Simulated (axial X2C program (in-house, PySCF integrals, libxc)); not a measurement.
# A two-component session on ZrSr: properties at the nuclei

Wanted for ZrSr: properties at the nuclei, at the two-component level.

Method: two-component X2C with atomic mean-field terms, Zr dyall-cv3z, Sr dyall-cv3z; program: an in-house X2C program for linear molecules on PySCF integrals.

All values are calculated.

## (1) Input

task.json reads:

```json
{"zs": [40, 38], "q": 0, "bas": ["dyall-cv3z", "dyall-cv3z"], "r0": 3.39, "levels": ["PBE0", "HF", "PBE50", "PBE", "r2SCAN"], "nst": 3}
```

Keys: zs atomic numbers; q charge; bas basis sets; r0 starting distance in Å; levels methods (HF also brings MP2); nst determinants followed.

Started as:

```
python soeom.py task.json out
```

Nuclei are Gaussian, cores are contracted, and the Gaunt term is on.

## (2) Expectation values, lowest determinant

R = 3.378 Å. State: Ω = 4 (excess of +ω over −ω: ω = 3/2, ω = 5/2).

Output of the PBE0 run:

```text
two-component X2C + atomic mean field  PBE0
basis functions 294  fitting functions 1418  grid points 5806
iter        total energy     max residual
   1      -6774.329629461     1.43e+00
   2      -6774.398091073     3.80e-03
   3      -6774.398129130     3.06e-03
   4      -6774.398137892     1.77e-04
   5      -6774.398138339     2.92e-04
   6      -6774.398138633     5.28e-05
   7      -6774.398138683     7.31e-05
   8      -6774.398138727     1.02e-05
   9      -6774.398138732     6.64e-06
converged
one-electron -9836.32294966  Coulomb 3047.09802603  exact exchange -54.23428432  xc functional -166.12385496  nuclear repulsion 238.11407951  atomic mean-field constant -2.92915534
```

The highest occupied spinor is 35% Sr s, 22% Sr p, 21% Zr p.

```csv
level,Eeff magnitude (GV/cm),Ws magnitude Zr (kHz),A∥/gI Zr (MHz),qzz Zr (a.u.),A∥/gI Sr (MHz),qzz Sr (a.u.),μ (D)
PBE0,0.0219,0.174,343,-0.22,88.8,-0.26,1.07
HF,1.03,0.119,324,-0.05,24.9,-0.21,-0.52
PBE50,0.406,0.167,337,-0.16,77.4,-0.30,0.62
PBE,0.511,0.151,348,-0.29,74.2,-0.23,1.51
r2SCAN,0.207,0.199,395,-0.33,83.6,-0.33,0.92
```

Eeff is the effective electric field on the electron dipole moment in this Ω state and Ws the scalar–pseudoscalar constant (defined with the proton number Z and per Ω); A∥ is the parallel hyperfine constant, which follows by multiplying with the nuclear g factor gI = μI/(I μN); qzz is the electric field gradient, eQq0 = 234.96 MHz × Q/barn × qzz; μ is positive if Sr is the positive end. The operators were transformed with the bare-nucleus X2C matrices.

## (3) Expectation values, a higher determinant

R = 3.378 Å. State: Ω = 2 (excess of +ω over −ω: ω = 1/2, ω = 3/2), 0.17 eV above the lowest in the PBE0 search for states (made at or near this distance, with looser thresholds).

Output of the PBE0 run:

```text
two-component X2C + atomic mean field  PBE0
basis functions 294  fitting functions 1418  grid points 5806
iter        total energy     max residual
   1      -6774.322589216     1.43e+00
   2      -6774.392151669     3.71e-03
   3      -6774.392151920     1.65e-03
   4      -6774.392195950     2.49e-04
   5      -6774.392197359     1.46e-04
   6      -6774.392197633     6.53e-05
   7      -6774.392197756     4.10e-05
   8      -6774.392197807     1.67e-05
   9      -6774.392197819     8.12e-06
  10      -6774.392197822     3.39e-06
converged
one-electron -9835.78078470  Coulomb 3046.53950715  exact exchange -54.22688604  xc functional -166.10895840  nuclear repulsion 238.11407951  atomic mean-field constant -2.92915534
```

The highest occupied spinor is 36% Sr s, 18% Sr p, 17% Zr d.

```csv
level,Eeff magnitude (GV/cm),Ws magnitude Zr (kHz),A∥/gI Zr (MHz),qzz Zr (a.u.),A∥/gI Sr (MHz),qzz Sr (a.u.),μ (D)
PBE0,0.0208,0.282,455,-2.75,287,-0.60,0.84
HF,4.15,0.981,288,-2.52,476,-1.50,0.68
PBE50,0.278,0.261,476,-2.63,252,-0.66,0.23
PBE,0.21,0.282,417,-2.85,324,-0.57,1.30
r2SCAN,0.0146,0.298,512,-2.78,335,-0.63,1.17
```

## (4) Expectation values, a higher determinant

R = 3.378 Å. State: Ω = 1 (excess of +ω over −ω: 2 × ω = 1/2), 0.17 eV above the lowest in the PBE0 search for states (made at or near this distance, with looser thresholds).

Output of the PBE0 run:

```text
two-component X2C + atomic mean field  PBE0
basis functions 294  fitting functions 1418  grid points 5806
iter        total energy     max residual
   1      -6774.323417628     1.42e+00
   2      -6774.391920162     3.59e-03
   3      -6774.391961709     3.00e-03
   4      -6774.391971622     2.18e-04
   5      -6774.391972486     2.49e-04
   6      -6774.391972809     6.94e-05
   7      -6774.391972926     4.64e-05
   8      -6774.391972962     1.62e-05
   9      -6774.391972973     7.26e-06
  10      -6774.391972974     3.17e-06
converged
one-electron -9835.72231507  Coulomb 3046.48463489  exact exchange -54.23136478  xc functional -166.10785219  nuclear repulsion 238.11407951  atomic mean-field constant -2.92915534
```

The highest occupied spinor is 32% Zr s, 32% Sr p, 18% Zr p.

```csv
level,Eeff magnitude (GV/cm),Ws magnitude Zr (kHz),A∥/gI Zr (MHz),qzz Zr (a.u.),A∥/gI Sr (MHz),qzz Sr (a.u.),μ (D)
PBE0,0.245,1.28,1180,0.07,821,-0.57,2.18
HF,2.18,2.83,957,-0.12,646,-0.75,2.94
PBE50,0.513,1.61,1220,0.05,757,-0.58,2.28
PBE,0.0115,0.946,1100,0.01,888,-0.57,2.15
r2SCAN,0.36,1.37,858,0.09,901,-0.58,2.79
```

## (5) Results

| quantity | value |
| --- | --- |
| lowest determinant | Ω = 4 (excess of +ω over −ω: ω = 3/2, ω = 5/2) |
| Eeff magnitude (GV/cm), PBE0 | 0.0219 |
| Ws magnitude Zr (kHz), PBE0 | 0.174 |
| A∥/gI Zr (MHz), PBE0 | 343 |
| qzz Zr (a.u.), PBE0 | -0.22 |
| higher determinant | Ω = 2 (excess of +ω over −ω: ω = 1/2, ω = 3/2) |
| Eeff magnitude (GV/cm), PBE0, higher determinant | 0.0208 |
| Ws magnitude Zr (kHz), PBE0, higher determinant | 0.282 |
| A∥/gI Zr (MHz), PBE0, higher determinant | 455 |
| qzz Zr (a.u.), PBE0, higher determinant | -2.75 |
| higher determinant | Ω = 1 (excess of +ω over −ω: 2 × ω = 1/2) |
| Eeff magnitude (GV/cm), PBE0, higher determinant | 0.245 |
| Ws magnitude Zr (kHz), PBE0, higher determinant | 1.28 |
| A∥/gI Zr (MHz), PBE0, higher determinant | 1180 |
| qzz Zr (a.u.), PBE0, higher determinant | 0.07 |

What this shows: In the first state, the effective field runs from 0.0219 to 1.03 GV/cm over the mean-field levels, so the levels don't agree on it. The expectation values come from single determinants, which for open shells can mix terms of unlike spin or miss the lowest Ω, so a determinant need not be a state. Eeff is the effective electric field on the electron dipole moment in this Ω state and Ws the scalar–pseudoscalar constant (defined with the proton number Z and per Ω); A∥ is the parallel hyperfine constant, which follows by multiplying with the nuclear g factor gI = μI/(I μN); qzz is the electric field gradient, eQq0 = 234.96 MHz × Q/barn × qzz; μ is positive if Sr is the positive end. The operators were transformed with the bare-nucleus X2C matrices.
